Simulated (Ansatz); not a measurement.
A nudged elastic band was laid between two geometries of a periodic cell of 17 atoms, LiSi₁₆ (host Si, host structure Fd-3m, interstitial Li), cell charge +1.

All numbers below come from Ansatz, DFT PBEsol, scalar-relativistic, plane waves, PAW. Settings: cutoff 300 eV, k mesh 2x2x2, gaussian smearing 0.05 eV, no spin polarisation.

```json
{
 "movable images": "3",
 "climbing image": "yes",
 "spring": "5.0 eV/Å²",
 "optimiser": "quadratic models (default)",
 "start path": "default",
 "force threshold": "0.05 eV/Å",
 "iteration limit": "50",
 "end points": "relaxed"
}
```

First end point:

```xyz
17
Lattice="0.0000 5.4271 5.4271 5.4271 0.0000 5.4271 5.4271 5.4271 0.0000" Properties=species:S:1:pos:R:3
Si 4.094 4.095 4.046
Si 2.713 2.714 2.694
Si 6.760 6.761 4.047
Si 5.425 5.431 2.717
Si 6.775 4.079 6.793
Si 5.447 2.714 5.427
Si 9.521 6.760 6.809
Si 8.141 5.408 5.428
Si 4.079 6.776 6.794
Si 2.713 5.450 5.428
Si 6.756 9.526 6.812
Si 5.405 8.142 5.429
Si 6.773 6.775 9.489
Si 5.427 5.427 8.140
Si 9.506 9.508 9.489
Si 8.140 8.142 8.163
Li 2.707 2.724 5.437
```

Last end point:

Only the atoms that move by more than 0.05 Å are listed.
```
Si11 6.787 9.500 6.783
Li17 4.075 1.360 4.070
```

**Question.** Which bonds break or form, and what moves?

**Answer.** Contacts lost: Si10–Li17, Si11–Li17, Si12–Li17, Si16–Li17. Contacts made: Si9–Li17, Si13–Li17, Si14–Li17, Si15–Li17. The atom that moves furthest is Li17, by 2.37 Å.

**Question.** What energy profile does the band end with?

**Answer.** It converged. The highest image is number 2 of 0 to 4, 0.59 eV above the ends, which have the same energy within 2 meV. The order of the stationary point at the top wasn't checked. The plane-wave cutoff is below what these datasets need, so energies and pressures aren't converged. Limits of this set-up: charged cell in a uniform background, uncorrected.

```tsv
image	path coordinate (Å)	energy (eV)	Si10–Li17 (Å)	Si11–Li17 (Å)	Si12–Li17 (Å)
0	0.00	0.00	2.73	2.38	2.73
1	0.65	0.24	3.05	2.72	3.05
2	1.30	0.59	3.52	3.34	3.52
3	1.94	0.25	4.04	4.02	4.04
4	2.59	0.00	4.50	4.70	4.50
```

**Question.** What is the geometry of the highest image?

**Answer.** 
```xyz
17
Lattice="0.0000 5.4271 5.4271 5.4271 0.0000 5.4271 5.4271 5.4271 0.0000" Properties=species:S:1:pos:R:3
Si 4.133 4.139 4.009
Si 2.653 2.778 2.647
Si 6.719 6.725 4.009
Si 5.545 5.313 2.598
Si 6.669 4.190 6.901
Si 5.496 2.778 5.489
Si 9.561 6.725 6.851
Si 8.081 5.362 5.489
Si 4.034 6.824 6.775
Si 2.753 5.438 5.389
Si 6.890 9.395 6.680
Si 5.420 8.105 5.390
Si 6.795 6.824 9.536
Si 5.323 5.535 8.247
Si 9.461 9.490 9.536
Si 8.180 8.105 8.150
Li 3.394 2.038 4.749
```

Time of the run: 62 s on 1 thread of Arm Neoverse V1 (shared host), peak memory 0.55 GiB.
